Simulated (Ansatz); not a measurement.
# BClH2S2: small, medium and large basis sets

The task here is to estimate one member of a computed series from the others.

Method: one geometry, several basis sets; program: Ansatz 0.2.0, Gaussian basis.

The runs, in order: PBE0-D4/def2-SVP; ωB97M-V/def2-SVP; PBE0-D4/def2-QZVPP; ωB97M-V/def2-QZVPP; the functionals' def2-TZVPP values are taken from earlier runs.

### Structure used throughout

An earlier PBE0-D4 in a triple-zeta def2 set relaxation fixed the geometry.

6 atoms, charge 0, spin multiplicity 1.

Atoms are counted from 1 here; the program's logs count them from 0.

Bond lengths: S1–B2 1.795 Å, S1–H5 1.343 Å, B2–S3 1.795 Å, B2–Cl4 1.755 Å, S3–H6 1.344 Å. Angles: B2–S1–H5 96.6°, S1–B2–S3 121.3°, S1–B2–Cl4 121.9°, S3–B2–Cl4 116.8°, B2–S3–H6 96.9°.

The first run:

Contents of in.yaml:

```yaml
crystal:
  periodic: [false, false, false]
  atoms:
    - {symbol: S, position_ang: [-0.171343, 1.324810, -0.600054]}
    - {symbol: B, position_ang: [-0.129250, -0.364588, 0.006225]}
    - {symbol: S, position_ang: [1.125680, -0.907553, 1.168937]}
    - {symbol: Cl, position_ang: [-1.305650, -1.563576, -0.503952]}
    - {symbol: H, position_ang: [-1.247507, 1.179379, -1.389828]}
    - {symbol: H, position_ang: [1.770271, 0.267427, 1.272573]}
basis:
  gaussian: {orbitals: def2-SVP}
hamiltonian: {xc: pbe0, dispersion: d4}
output: {orbitals: {seedname: orbitals}}
```

Command:

```bash
$ ansatz run in.yaml --threads 4 --pin off --events-out ev --progress --plain --max-ram 10444MiB
```

Steps of the session up to this table: PBE0-D4 in def2-SVP; ωB97M-V in def2-SVP; PBE0-D4 in def2-QZVPP; ωB97M-V in def2-QZVPP.

One of the session's tables, all rows but one given; the rest of the session is left out.

It belongs to the step «Functionals by basis». 

| functional | basis | HOMO (eV) |
| --- | --- | --- |
| PBE0-D4 | def2-SVP | -7.63 |
| PBE0-D4 | def2-TZVPP | -7.76 |
| PBE0-D4 | def2-QZVPP | -7.79 |
| ωB97M-V | def2-SVP | -9.70 |
| ωB97M-V | def2-TZVPP | ? |
| ωB97M-V | def2-QZVPP | -9.91 |

Q: Estimate the row for ωB97M-V, def2-TZVPP from the others.

The run gave: HOMO (eV): -9.87. In the column «HOMO (eV)» it lies between ωB97M-V, def2-QZVPP (-9.91) and ωB97M-V, def2-SVP (-9.70).
